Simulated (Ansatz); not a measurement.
# C₃H₈BN: one species, many methods

Aim: compute C₃H₈BN with functionals from several rungs and with coupled cluster. The yardstick is the atomisation energy at the CCSD(T) limit.

The runs use Ansatz 0.2.0, Gaussian basis; functionals in def2-TZVPP, the program's frozen cores in correlated methods.

Levels to be run: PBE-D4, r2SCAN-D4, PBE0-D4, B3LYP-D4, ωB97X-V, ωB97M-V, B2PLYP; CCSD(T)/def2-TZVPP; MP2/def2-QZVPP; extrapolation to the limit.

**1. The geometry**

An earlier PBE0-D4 in a triple-zeta def2 set relaxation fixed the geometry.

SMILES `C/C=C\BN`, 13 atoms, charge 0, spin multiplicity 1.

Atoms are counted from 1 here; the program's logs count them from 0.

Bond lengths: C1–C2 1.489 Å, C1–H6 1.089 Å, C1–H7 1.095 Å, C1–H8 1.095 Å, C2–C3 1.339 Å, C2–H9 1.091 Å, C3–B4 1.548 Å, C3–H10 1.092 Å, B4–N5 1.395 Å, B4–H11 1.199 Å, N5–H12 1.007 Å, N5–H13 1.005 Å. Angles: C2–C1–H6 112.4°, C2–C1–H7 110.4°, C2–C1–H8 110.4°, H6–C1–H7 108.6°, H6–C1–H8 108.6°, H7–C1–H8 106.2°, C1–C2–C3 127.1°, C1–C2–H9 114.5°, C3–C2–H9 118.4°, C2–C3–B4 126.7°, C2–C3–H10 115.4°, B4–C3–H10 117.8°, C3–B4–N5 119.9°, C3–B4–H11 123.2°, N5–B4–H11 116.9°, B4–N5–H12 123.2°, B4–N5–H13 123.2°, H12–N5–H13 113.6°.

As a file:

```mol
C3H8BN
  3D, bonds by distance, orders not assigned

 13 12  0  0  0  0  0  0  0  0999 V2000
   -1.3726   -0.9754    1.1625 C   0  0
   -0.6823    0.3431    1.1351 C   0  0
    0.2156    0.7661    0.2364 C   0  0
    0.7447   -0.0230   -0.9859 B   0  0
    1.6796    0.5630   -1.8394 N   0  0
   -1.0691   -1.6194    0.3390 H   0  0
   -2.4583   -0.8382    1.1172 H   0  0
   -1.1685   -1.4934    2.1056 H   0  0
   -0.9596    1.0153    1.9481 H   0  0
    0.6024    1.7743    0.3990 H   0  0
    0.3913   -1.1379   -1.2514 H   0  0
    2.0410    1.4929   -1.7053 H   0  0
    2.0561    0.0977   -2.6462 H   0  0
  1  2  8  0
  2  3  8  0
  3  4  8  0
  4  5  8  0
  1  6  8  0
  1  7  8  0
  1  8  8  0
  2  9  8  0
  3 10  8  0
  4 11  8  0
  5 12  8  0
  5 13  8  0
M  END
```

**2. PBE-D4 (GGA)**

The input, in.yaml:

```yaml
crystal:
  periodic: [false, false, false]
  atoms:
    - {symbol: C, position_ang: [-1.372631, -0.975362, 1.162511]}
    - {symbol: C, position_ang: [-0.682266, 0.343135, 1.135133]}
    - {symbol: C, position_ang: [0.215630, 0.766145, 0.236372]}
    - {symbol: B, position_ang: [0.744740, -0.022997, -0.985891]}
    - {symbol: N, position_ang: [1.679612, 0.563037, -1.839406]}
    - {symbol: H, position_ang: [-1.069071, -1.619419, 0.339018]}
    - {symbol: H, position_ang: [-2.458298, -0.838231, 1.117236]}
    - {symbol: H, position_ang: [-1.168535, -1.493359, 2.105612]}
    - {symbol: H, position_ang: [-0.959552, 1.015260, 1.948056]}
    - {symbol: H, position_ang: [0.602431, 1.774278, 0.399023]}
    - {symbol: H, position_ang: [0.391339, -1.137860, -1.251433]}
    - {symbol: H, position_ang: [2.041018, 1.492939, -1.705333]}
    - {symbol: H, position_ang: [2.056084, 0.097734, -2.646197]}
basis:
  gaussian: {orbitals: def2-TZVPP}
hamiltonian: {xc: pbe, dispersion: d4}
output: {forces: true, orbitals: {seedname: orbitals}}
```

Command:

```
ansatz run in.yaml --threads 4 --pin off --events-out ev --progress --plain --max-ram 10444MiB
```

The runs that follow: r2SCAN-D4 (meta-GGA); PBE0-D4 (hybrid); B3LYP-D4 (hybrid); ωB97X-V (range-separated); ωB97M-V (range-separated); B2PLYP (double hybrid); CCSD(T) in def2-TZVPP; MP2 in def2-QZVPP.

Before running them: what should the planned runs give, taken together? Wanted: atomisation energy, CCSD(T)/CBS; farthest; mean size of error, hybrid; mean size of error, range-separated; gap, smallest and largest; T1 diagnostic; triples share of the correlation energy.

**Answer**, as computed:

```
                               quantity                                 value
        atomisation energy, CCSD(T)/CBS                         5226.8 kJ/mol
 functionals within 26.1 kJ/mol (0.5 %)                       ωB97X-V, B2PLYP
                               farthest                PBE-D4 (+137.8 kJ/mol)
             mean size of error, hybrid                           49.8 kJ/mol
    mean size of error, range-separated                           27.8 kJ/mol
              gap, smallest and largest  4.50 eV (PBE-D4), 11.01 eV (ωB97X-V)
                          T1 diagnostic                                0.0120
triples share of the correlation energy                                 4.1 %
```

PBE-D4 misses by +137.8 kJ/mol. Double hybrids carry the basis error of their MP2 part in triple zeta, and no dispersion term here, so their miss is partly the set-up's. Misses under about 26.1 kJ/mol are within the doubt on the reference itself, which lacks core-valence correlation, relativity and higher excitations. Hartree-Fock recovers 75 % of the binding; the rest is correlation. Orbital gaps span 4.5 to 11.0 eV; exact exchange widens them.
